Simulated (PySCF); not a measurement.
# C8H3F: NMR shifts and electronic excitations in gas and solvents, part 2 of 2

PySCF 2.14.0. Atoms count from 0. The steps go on from the part before.

### 5 TDDFT and polarisability: wB97X-D/def2-SVPD

What the job is given:

```
{"job": {"kind": "uv", "xc": "wB97X-D", "basis": "def2-SVPD", "dynamic": true, "nstates": 6, "ntriplets": 0}, "charge": 0, "multiplicity": 1}
C      5.023055     0.109297     0.974410
C      3.822830     0.085268     0.761800
C      2.481442     0.062171     0.524869
C      1.272709     0.042347     0.309085
C     -0.062641     0.019393     0.065954
C     -1.267556     0.001879    -0.155433
C     -2.644869    -0.011921    -0.452657
C     -3.626479    -0.136677     0.454269
F     -3.397123    -0.268073     1.743984
H      6.081472     0.123469     1.159368
H     -2.952027     0.087409    -1.498826
H     -4.689658    -0.141866     0.198412
```

Method: TDDFT wB97X-D/def2-SVPD, vertical, gas phase, core orbitals frozen in the response.

The program printed:

```text
coarse grid: 11640 points
cycle   1  E = -405.7103256567  dE =  1.712e+00  |g| = 5.017e-01  |ddm| = 2.282e+01
cycle   2  E = -405.7278202649  dE = -1.749e-02  |g| = 4.975e-01  |ddm| = 7.940e+00
cycle   3  E = -405.7721980402  dE = -4.438e-02  |g| = 7.261e-02  |ddm| = 1.005e+00
cycle   4  E = -405.7731435939  dE = -9.456e-04  |g| = 3.659e-02  |ddm| = 8.366e-01
cycle   5  E = -405.7734470816  dE = -3.035e-04  |g| = 1.577e-02  |ddm| = 3.300e-01
cycle   6  E = -405.7735171699  dE = -7.009e-05  |g| = 3.479e-03  |ddm| = 1.265e-01
cycle   7  E = -405.7735215179  dE = -4.348e-06  |g| = 1.205e-03  |ddm| = 2.047e-02
final grid: 117384 points
cycle   8  E = -405.8393690381  dE = -7.795e-05  |g| = 6.959e-03  |ddm| = 1.335e+00
cycle   9  E = -405.8393689676  dE =  7.056e-08  |g| = 7.600e-03  |ddm| = 7.583e-02
cycle  10  E = -405.8393782891  dE = -9.322e-06  |g| = 5.761e-04  |ddm| = 1.751e-02
cycle  11  E = -405.8393783905  dE = -1.014e-07  |g| = 3.106e-04  |ddm| = 1.397e-02
cycle  12  E = -405.8393784202  dE = -2.973e-08  |g| = 1.734e-04  |ddm| = 2.358e-03
cycle  13  E = -405.8393784318  dE = -1.158e-08  |g| = 4.601e-05  |ddm| = 1.153e-03
cycle  14  E = -405.8393784344  dE = -2.622e-09  |g| = 3.513e-05  |ddm| = 3.661e-04
cycle  15  E = -405.8393784357  dE = -1.296e-09  |g| = 1.319e-05  |ddm| = 1.950e-04
cycle  16  E = -405.8393784360  dE = -3.122e-10  |g| = 7.137e-06  |ddm| = 8.705e-05
converged SCF energy = -405.8393784360

Static polarisability (au): isotropic 129.638, principal 54.210 65.570 269.133

Singlet excitations
state   eV       nm        f      main configurations
  1   3.5249    351.7   0.00000   H-1->L 0.52, H->L+1 0.41
  2   3.6675    338.1   0.00001   H->L+1 0.53, H-1->L 0.41
  3   3.6845    336.5   0.07208   H->L 0.56, H-1->L+1 0.37
  4   5.4254    228.5   1.17540   H-2->L 0.27, H->L 0.24, H-1->L+1 0.21
  5   5.4621    227.0   0.00012   H-3->L 0.33, H-2->L+1 0.31, H-1->L+2 0.18
  6   5.6604    219.0   0.00012   H-2->L+1 0.41, H-3->L 0.27, H-1->L+2 0.16
```

Run time: 35 s. Hardware: 1 thread of Arm Neoverse V2, shared host; peak memory 0.89 GiB.

The orbitals next to the gap, with their largest atomic shares:

| orbital | eV | atoms |
| --- | --- | --- |
| HOMO−3 | -11.16 | C1 22 %, C4 21 %, C0 19 % |
| HOMO−2 | -10.33 | C6 16 %, C0 16 %, C1 15 % |
| HOMO−1 | -8.78 | C2 18 %, C3 17 %, C5 17 % |
| HOMO | -8.35 | C5 15 %, C2 14 %, C4 14 % |
| LUMO | -0.57 | C7 15 %, C5 13 %, C2 12 % |
| LUMO+1 | -0.08 | C3 17 %, C0 16 %, C2 16 % |
| LUMO+2 | 1.78 | C7 18 %, C6 17 %, C0 14 % |

With each of the 6 states as a Gaussian band of 0.4 eV half-width at 1/e, the curve within the window shown has maxima at 336 nm (ε 2,900), 229 nm (ε 48,000) L/(mol cm). Beyond the last state computed it falls off for lack of states. The curve at chosen wavelengths:

```
 nm  ε (L/mol/cm)
208          7958
217         28367
225         45515
234         43019
242         26880
251         10873
260          3207
268           889
277           228
285           218
294           501
303          1036
311          1651
320          2330
328          2758
337          2918
346          2738
354          2372
363          1856
371          1401
380           960
389           622
397           407
406           243
414           149
423            84
```

Leading natural transition orbitals of singlet state 4: the hole lies on C4 29 %; C6, C7 about 18 % each; C5 14 %; the particle on C7 22 %; C4, C5 about 15 % each; C2, C6 about 10 % each.

Leading natural transition orbitals of singlet state 1: the hole lies on C2, C3, C5 about 20 % each; C0 16 %; C4 11 %; the particle on C2, C3, C5 about 17 % each; C0 13 %; C4, C7 about 10 % each.

Ground-state properties from the same run:

| property | computed |
| --- | --- |
| dipole moment (D) | 1.68 |
| polarisability (Å³) | 19.21 |
| HOMO–LUMO gap (eV) | 7.78 |
| −ε(HOMO) (eV) | 8.35 |
| C6 with itself (au) | 4282 |

Orbitals, density, ELF and potential are computed afterwards from the orbital file.

Frontier orbitals at wB97X-D/def2-SVPD, with the share of their density that lies nearest to each atom:

| orbital | energy (eV) | lies on |
| --- | --- | --- |
| HOMO | -8.35 | C2, C4, C5 about 15 % each; C0, C3, C7 about 12 % each; C6 7 % |
| LUMO | -0.57 | C2, C5, C7 about 15 % each; C0, C3, C4 about 11 % each |

ELF in a plane through or near 12 of the atoms.

Ten even steps from '0' (0.00) to '9' (1.00):
```
0000000000000000000000000000
0000000000000000000000000000
0000000000000000000000000000
0000000000000000001200000000
0000000000000000025630000000
0000012200000000057850000000
0000125420231011057620000000
0005767753653144006746700000
0019986867786577403299910000
0029984518374768648399910000
0019984636253524474679900000
0004767867786755561404300000
0000146634775577659800000000
0000023301441256249910000000
0000001000110033039930000000
0000000000000000009800000000
0000000000000000000000000000
0000000000000000000000000000
0000000000000000000000000000
0000000000000000000000000000
```
The map spans 17.5 Å across and 8.7 Å up, centred on the molecule. Atoms in the plane (x, y in Å): C0 (-5.1, 0.1), C1 (-3.8, 0.1), C2 (-2.5, -0.1), C3 (-1.3, -0.2), C4 (0.1, -0.3), C5 (1.3, -0.4), C6 (2.7, -0.5), C7 (3.6, 0.5), F8 (3.3, 1.7), H9 (-6.1, 0.2), H10 (3.1, -1.6), H11 (4.7, 0.3).

On the surface of density 0.002 e/bohr³ the electrostatic potential runs, from the 1st to the 99th percentile, from -0.62 V near F8 to 1.67 V near H9.

### 6 Excited states and response: wB97X-D/def2-SVPD in cyclohexane

Same as in step 5 but for these lines:

```diff
@@ -1,2 +1,2 @@
-{"job": {"kind": "uv", "xc": "wB97X-D", "basis": "def2-SVPD", "dynamic": true, "nstates": 6, "ntriplets": 0}, "charge": 0, "multiplicity": 1}
+{"job": {"kind": "uv", "xc": "wB97X-D", "basis": "def2-SVPD", "solvent": "cyclohexane", "nstates": 6, "ntriplets": 0}, "charge": 0, "multiplicity": 1}
 C      5.023055     0.109297     0.974410
```

With the program's defaults for keys left out, this is: TDDFT wB97X-D/def2-SVPD, vertical, IEF-PCM cyclohexane (non-equilibrium linear response), core orbitals frozen in the response.

The program printed:

```text
coarse grid: 11640 points
cycle   1  E = -405.7166306691  dE =  1.706e+00  |g| = 4.924e-01  |ddm| = 2.285e+01
cycle   2  E = -405.7364925489  dE = -1.986e-02  |g| = 4.731e-01  |ddm| = 7.802e+00
cycle   3  E = -405.7756022842  dE = -3.911e-02  |g| = 6.820e-02  |ddm| = 9.036e-01
cycle   4  E = -405.7765286909  dE = -9.264e-04  |g| = 2.733e-02  |ddm| = 7.641e-01
cycle   5  E = -405.7766956324  dE = -1.669e-04  |g| = 1.325e-02  |ddm| = 3.377e-01
cycle   6  E = -405.7767429562  dE = -4.732e-05  |g| = 3.412e-03  |ddm| = 9.034e-02
cycle   7  E = -405.7767470142  dE = -4.058e-06  |g| = 1.198e-03  |ddm| = 1.840e-02
final grid: 117384 points
cycle   8  E = -405.8425700162  dE = -7.827e-05  |g| = 6.810e-03  |ddm| = 1.338e+00
cycle   9  E = -405.8425704480  dE = -4.318e-07  |g| = 7.296e-03  |ddm| = 7.812e-02
cycle  10  E = -405.8425790036  dE = -8.556e-06  |g| = 6.090e-04  |ddm| = 1.858e-02
cycle  11  E = -405.8425791143  dE = -1.107e-07  |g| = 3.535e-04  |ddm| = 1.319e-02
cycle  12  E = -405.8425791508  dE = -3.656e-08  |g| = 1.791e-04  |ddm| = 2.467e-03
cycle  13  E = -405.8425791638  dE = -1.296e-08  |g| = 4.764e-05  |ddm| = 1.451e-03
cycle  14  E = -405.8425791668  dE = -3.025e-09  |g| = 3.302e-05  |ddm| = 4.167e-04
cycle  15  E = -405.8425791681  dE = -1.250e-09  |g| = 1.145e-05  |ddm| = 2.097e-04
cycle  16  E = -405.8425791683  dE = -2.864e-10  |g| = 6.825e-06  |ddm| = 9.836e-05
converged SCF energy = -405.8425791683

Static polarisability (au): isotropic 149.334, principal 59.808 72.871 315.322

Singlet excitations
state   eV       nm        f      main configurations
  1   3.5373    350.5   0.00001   H->L+1 0.52, H-1->L 0.41
  2   3.6703    337.8   0.11602   H->L 0.60, H-1->L+1 0.34
  3   3.6741    337.5   0.00004   H-1->L 0.53, H->L+1 0.41
  4   5.2361    236.8   1.86189   H-1->L+1 0.34, H->L 0.28, H-2->L 0.20
  5   5.4791    226.3   0.00011   H-2->L+1 0.41, H-3->L 0.26, H-1->L+2 0.14
  6   5.6687    218.7   0.00009   H-3->L 0.35, H-2->L+1 0.32, H-1->L+2 0.19
```

It took 25 s on 1 thread of Arm Neoverse V2, shared host; peak memory 0.93 GiB.

Key values: HOMO -8.37 eV, LUMO -0.57 eV; lowest singlet 3.54 eV.

### 7 Excited states and response: wB97X-D/def2-SVPD in methanol

Same as in step 6 but for these lines:

```diff
@@ -1,2 +1,2 @@
-{"job": {"kind": "uv", "xc": "wB97X-D", "basis": "def2-SVPD", "solvent": "cyclohexane", "nstates": 6, "ntriplets": 0}, "charge": 0, "multiplicity": 1}
+{"job": {"kind": "uv", "xc": "wB97X-D", "basis": "def2-SVPD", "solvent": "methanol", "nstates": 6, "ntriplets": 0}, "charge": 0, "multiplicity": 1}
 C      5.023055     0.109297     0.974410
```

With the program's defaults for keys left out, this is: TDDFT wB97X-D/def2-SVPD, vertical, IEF-PCM methanol (non-equilibrium linear response), core orbitals frozen in the response.

The program printed:

```text
coarse grid: 11640 points
cycle   1  E = -405.7248803018  dE =  1.698e+00  |g| = 4.827e-01  |ddm| = 2.289e+01
cycle   2  E = -405.7464490587  dE = -2.157e-02  |g| = 4.481e-01  |ddm| = 7.645e+00
cycle   3  E = -405.7808318417  dE = -3.438e-02  |g| = 6.690e-02  |ddm| = 8.264e-01
cycle   4  E = -405.7817609393  dE = -9.291e-04  |g| = 2.311e-02  |ddm| = 6.729e-01
cycle   5  E = -405.7818916909  dE = -1.308e-04  |g| = 1.012e-02  |ddm| = 3.264e-01
cycle   6  E = -405.7819193792  dE = -2.769e-05  |g| = 3.011e-03  |ddm| = 6.360e-02
cycle   7  E = -405.7819225360  dE = -3.157e-06  |g| = 1.281e-03  |ddm| = 1.794e-02
final grid: 117384 points
cycle   8  E = -405.8477004050  dE = -7.852e-05  |g| = 6.707e-03  |ddm| = 1.345e+00
cycle   9  E = -405.8477012324  dE = -8.274e-07  |g| = 7.084e-03  |ddm| = 8.231e-02
cycle  10  E = -405.8477093593  dE = -8.127e-06  |g| = 6.577e-04  |ddm| = 2.008e-02
cycle  11  E = -405.8477094932  dE = -1.339e-07  |g| = 3.928e-04  |ddm| = 1.260e-02
cycle  12  E = -405.8477095400  dE = -4.674e-08  |g| = 1.769e-04  |ddm| = 2.825e-03
cycle  13  E = -405.8477095543  dE = -1.435e-08  |g| = 5.046e-05  |ddm| = 1.967e-03
cycle  14  E = -405.8477095576  dE = -3.305e-09  |g| = 3.203e-05  |ddm| = 5.233e-04
cycle  15  E = -405.8477095587  dE = -1.046e-09  |g| = 9.895e-06  |ddm| = 2.171e-04
cycle  16  E = -405.8477095590  dE = -2.834e-10  |g| = 4.585e-06  |ddm| = 1.147e-04
converged SCF energy = -405.8477095590

Static polarisability (au): isotropic 180.894, principal 72.393 87.515 382.775

Singlet excitations
state   eV       nm        f      main configurations
  1   3.5470    349.5   0.00001   H->L+1 0.68, H-1->L 0.25
  2   3.6928    335.7   0.10801   H->L 0.59, H-1->L+1 0.35
  3   3.7006    335.0   0.00001   H-1->L 0.69, H->L+1 0.25
  4   5.2872    234.5   1.73358   H-1->L+1 0.32, H->L 0.28, H-2->L 0.22
  5   5.4906    225.8   0.00011   H-2->L+1 0.54, H-3->L 0.16
  6   5.7068    217.3   0.00004   H-3->L 0.47, H-1->L+2 0.23, H-2->L+1 0.19
```

Wall time 25 s (1 thread of Arm Neoverse V2, shared host); peak memory 0.98 GiB.

This run: HOMO -8.43 eV, LUMO -0.62 eV; lowest singlet 3.55 eV.

### 8 Comparing the runs: NMR shifts

Shifts (ppm) of some atoms, chosen among heavy atoms and hydrogens apart, with basis size and wall time:

| run | C7 | C4 | C0 | C5 | H10 | H9 | F8 | functions | time |
| --- | --- | --- | --- | --- | --- | --- | --- | --- | --- |
| PBE0/pcSseg-1 in cyclohexane | 174.6 | 90.3 | 78.1 | 68.2 | 5.08 | 2.35 | -79.5 | 168 | 16 s |
| PBE0/pcSseg-1 in methanol | 178.3 | 88.6 | 81.4 | 71.2 | 5.35 | 2.76 | -76.8 | 168 | 12 s |

The continuum's effect on the ground state:

| solvent | ε | polarisation energy (Eh) | μ (D) |
| --- | --- | --- | --- |
| cyclohexane | 2.02 | -0.0036 | 2.07 |
| methanol | 32.61 | -0.0106 | 2.52 |

### 9 Side by side: electronic excitations

Excitations and ground-state properties, with basis size and wall time:

| run | lowest singlet (eV) | brightest (eV) | f | gap (eV) | α (Å³) | μ (D) | functions | time |
| --- | --- | --- | --- | --- | --- | --- | --- | --- |
| wB97X-D/def2-SVPD | 3.52 | 5.43 | 1.175 | 7.78 | 19.21 | 1.68 | 207 | 35 s |
| wB97X-D/def2-SVPD in cyclohexane | 3.54 | 5.24 | 1.862 | 7.79 | 22.13 | 1.95 | 207 | 25 s |
| wB97X-D/def2-SVPD in methanol | 3.55 | 5.29 | 1.734 | 7.81 | 26.81 | 2.38 | 207 | 25 s |

The continuum's effect on the ground state:

| solvent | ε | polarisation energy (Eh) | μ (D) |
| --- | --- | --- | --- |
| cyclohexane | 2.02 | -0.0035 | 1.95 |
| methanol | 32.61 | -0.0103 | 2.38 |

### 10 Results

This closing draws on all 2 parts.

| quantity | value |
| --- | --- |
| point group | Cs |
| rotational constants (main isotopes) | 8.93, 0.45, 0.43 GHz |
| 13C shifts against TMS (PBE0/pcSseg-1, cyclohexane) | 174.6, 95.8, 90.3, 78.1, 76.8, 72.9, 68.2, 62.4 ppm |
| 1H shifts against TMS (PBE0/pcSseg-1, cyclohexane) | 7.09, 5.08, 2.35 ppm |
| 19F shifts against CFCl3 (PBE0/pcSseg-1, cyclohexane) | -79.5 ppm |
| lowest singlet (wB97X-D/def2-SVPD) | 3.52 eV (352 nm), f = 0.000 |
| brightest single state of those computed | state 4, 5.43 eV, f = 1.175 |
| surface potential, 1st and 99th percentile | -0.62 V and 1.67 V |
| range of the shift of C7 | 174.6 to 178.3 ppm |
| range of the lowest singlet | 3.52 to 3.55 eV |

In words: The optimisation took 7 steps and gained 0.363 eV; among the close pairs (by a distance rule), C2–C3 changed most, from 1.165 to 1.228 Å. The first singlet state (HOMO−1→LUMO 0.52, HOMO→LUMO+1 0.41) lies at 3.52 eV and is dark; of the 6 states computed, the strongest absorption comes from state 4 at 5.43 eV. At wB97X-D/def2-SVPD, counted by nearest atom on the grid, the HOMO lies on C2, C4, C5 about 15 % each; C0, C3, C7 about 12 % each, the LUMO on C2, C5, C7 about 15 % each; C0, C3, C4 about 11 % each. Across the 2 runs the shift of C7 moves most, between 174.6 (PBE0/pcSseg-1 in cyclohexane) and 178.3 ppm (PBE0/pcSseg-1 in methanol). The continuum holds electrostatics alone: no hydrogen bonds to the solvent, and the gas-phase geometry is kept. The lowest singlet runs from 3.52 eV (wB97X-D/def2-SVPD) to 3.55 eV (wB97X-D/def2-SVPD in methanol), while the orbital gap spans 7.78 to 7.81 eV. The lowest state need not be the same one in every run.
